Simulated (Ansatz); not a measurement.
# CH3AlI radical: single points off equilibrium

One table from this session's results is given with a row withheld; the runs are named, their logs left out.

Computed with Ansatz 0.2.0, Gaussian basis. Level: single points in def2-TZVPP.

Correlated methods freeze the cores. Filled d shells of the heavier atoms are correlated. Core potentials replace the inner electrons past krypton, and spin-orbit coupling is left out. Orbitals are unrestricted.

### Starting geometry

SMILES `[CH3][Al][I]`, 6 atoms, charge 0, spin multiplicity 2.

Atoms are counted from 1 here; the program's logs count them from 0.

Bond lengths: C1–Al2 1.956 Å, C1–H4 0.943 Å, C1–H5 1.055 Å, C1–H6 1.334 Å, Al2–I3 2.587 Å. Angles: Al2–C1–H4 124.6°, Al2–C1–H5 113.9°, Al2–C1–H6 91.4°, H4–C1–H5 110.5°, H4–C1–H6 117.5°, H5–C1–H6 93.2°, C1–Al2–I3 116.6°.

Geometry (Å):

```xyz
6

C    -0.34240    0.58060   -0.25560
Al    0.60310   -1.12700   -0.38810
I     2.23160   -1.70410    1.53800
H     0.07580    1.41560   -0.12710
H    -1.24270    0.53010    0.29240
H    -0.95450    0.37060   -1.42240
```

Set-up of the first run:

Contents of run/in.yaml:

```yaml
crystal:
  periodic: [false, false, false]
  atoms:
    - {symbol: C, position_ang: [-0.342400, 0.580600, -0.255600]}
    - {symbol: Al, position_ang: [0.603100, -1.127000, -0.388100]}
    - {symbol: I, position_ang: [2.231600, -1.704100, 1.538000]}
    - {symbol: H, position_ang: [0.075800, 1.415600, -0.127100]}
    - {symbol: H, position_ang: [-1.242700, 0.530100, 0.292400]}
    - {symbol: H, position_ang: [-0.954500, 0.370600, -1.422400]}
basis:
  gaussian: {orbitals: def2-TZVPP}
magnetization: {spin_polarized: true, initial_magnetization: 1}
correlation: {method: ccsd_t}
scf: {omitted_lower_state_checks: [cluster_reference]}
```

Started as:

```bash
$ ansatz run in.yaml --threads 8 --pin off --events-out ev --progress --plain --max-ram 10444MiB
```

Steps of the session up to this table: CCSD(T)/def2-TZVPP; PBE0-D4/def2-TZVPP; wB97M-V/def2-TZVPP; r2SCAN-D4/def2-TZVPP; PBE-D4/def2-TZVPP; r2SCANh-D4/def2-TZVPP; BLYP-D4/def2-TZVPP.

One table of the session follows, with a row left open; its other results are not shown here.

```
    method  RMS force component (eV/Å)  dipole (D)
   PBE0-D4                       3.230        2.55
   wB97M-V                           ?           ?
 r2SCAN-D4                       3.200        2.49
    PBE-D4                       3.195        2.38
r2SCANh-D4                       3.209        2.54
   BLYP-D4                       3.104        2.36
```

Q: Estimate the row for wB97M-V from the others.

As computed: RMS force component (eV/Å): 3.197; dipole (D): 2.73. In the column «RMS force component (eV/Å)» it lies between PBE-D4 (3.195) and r2SCAN-D4 (3.200).
